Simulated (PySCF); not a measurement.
**AlI: changing the method**

Aim: see what other levels and later steps give for AlI.

Computed with PySCF 2.14.0. Level: method and basis as typed in the scripts.

5 further runs of the same task are left out: 3 for a known fault of the program, 2 that didn't finish.

## Step 1: Where the work starts

AlI: 2 atoms, charge 0, spin multiplicity 1.

Bond lengths: Al1–I2 2.505 Å.

## Step 2: The base run

File input.py:

```python
from pyscf import gto, dft
from pyscf.prop.polarizability import rhf as pol

mol = gto.M(
    atom='Al 0 0 0; I 0 0 2.505',
    basis='def2-svpd',
    ecp={'I': 'def2-svpd'},
    charge=0,
    spin=0,
    verbose=4,
)
mf = dft.RKS(mol, xc='o3lyp')
mf.kernel()
print('polarizability (a.u.)')
print(pol.Polarizability(mf).polarizability().round(4))
mf.dip_moment()
print('orbital energies (hartree):', mf.mo_energy[..., max(0, mol.nelec[1]-3):mol.nelec[0]+3].round(4))
```

Command:

```sh
$ OMP_NUM_THREADS=1 python input.py
```

## Step 3: SCF alone

Run 1 changes step after the SCF: polarizability → none.

input.py, as its differences from that of step 2:

```diff
@@ -1,3 +1,2 @@
 from pyscf import gto, dft
-from pyscf.prop.polarizability import rhf as pol
 
@@ -13,4 +12,2 @@
 mf.kernel()
-print('polarizability (a.u.)')
-print(pol.Polarizability(mf).polarizability().round(4))
 mf.dip_moment()
```

## Step 4: Wb97x

Run 2 changes functional: o3lyp → wb97x.

input.py, as its differences from that of step 2:

```diff
@@ -11,3 +11,3 @@
 )
-mf = dft.RKS(mol, xc='o3lyp')
+mf = dft.RKS(mol, xc='wb97x')
 mf.kernel()
```

## Step 5: MP2 (RHF)

Run 3 changes step after the SCF: polarizability → mp2; SCF type: RKS → RHF; functional: o3lyp → none (Hartree–Fock); frozen orbitals: none → 9.

File input.py:

```python
from pyscf import gto, scf, mp

mol = gto.M(
    atom='Al 0 0 0; I 0 0 2.505',
    basis='def2-svpd',
    ecp={'I': 'def2-svpd'},
    charge=0,
    spin=0,
    verbose=4,
)
mf = scf.RHF(mol)
mf.kernel()
mp.MP2(mf, frozen=9).kernel()
mf.dip_moment()
print('orbital energies (hartree):', mf.mo_energy[..., max(0, mol.nelec[1]-3):mol.nelec[0]+3].round(4))
```

## Step 6: CASSCF (RHF)

Run 4 changes step after the SCF: polarizability → casscf; SCF type: RKS → RHF; functional: o3lyp → none (Hartree–Fock); active space: none → 6 electrons in 5 orbitals.

File input.py:

```python
from pyscf import gto, scf, mcscf

mol = gto.M(
    atom='Al 0 0 0; I 0 0 2.505',
    basis='def2-svpd',
    ecp={'I': 'def2-svpd'},
    charge=0,
    spin=0,
    verbose=4,
)
mf = scf.RHF(mol)
mf.kernel()
mc = mcscf.CASSCF(mf, 5, 6)
mc.kernel()
mc.analyze()
mf.dip_moment()
print('orbital energies (hartree):', mf.mo_energy[..., max(0, mol.nelec[1]-3):mol.nelec[0]+3].round(4))
```

## Step 7: Hse06

Run 5 changes functional: o3lyp → hse06.

input.py, as its differences from that of step 2:

```diff
@@ -11,3 +11,3 @@
 )
-mf = dft.RKS(mol, xc='o3lyp')
+mf = dft.RKS(mol, xc='hse06')
 mf.kernel()
```

**Question.** What will these runs give? Wanted: for each run, E(SCF); from base; gap; SCF dipole; after the SCF.

The runs gave:

```csv
run,E(SCF) (hartree),from base (eV),cycles,gap (eV),SCF dipole (D),after the SCF
base,-540.378474,0,12,3.99,1.36,n/a
SCF alone,-540.378474,0.0000,12,3.99,1.36,n/a
wb97x,-540.130407,not comparable,11,8.72,1.49,n/a
MP2 (RHF),-538.546403,not comparable,11,9.34,1.60,"MP2 correlation -4.611 eV, core frozen"
CASSCF (RHF),-538.546403,not comparable,11,9.34,1.60,CASSCF correlation -0.789 eV
hse06,-540.008196,not comparable,12,4.07,1.44,n/a
```

What this shows: Total energies of different functionals can't be compared with each other; differences within one functional can.
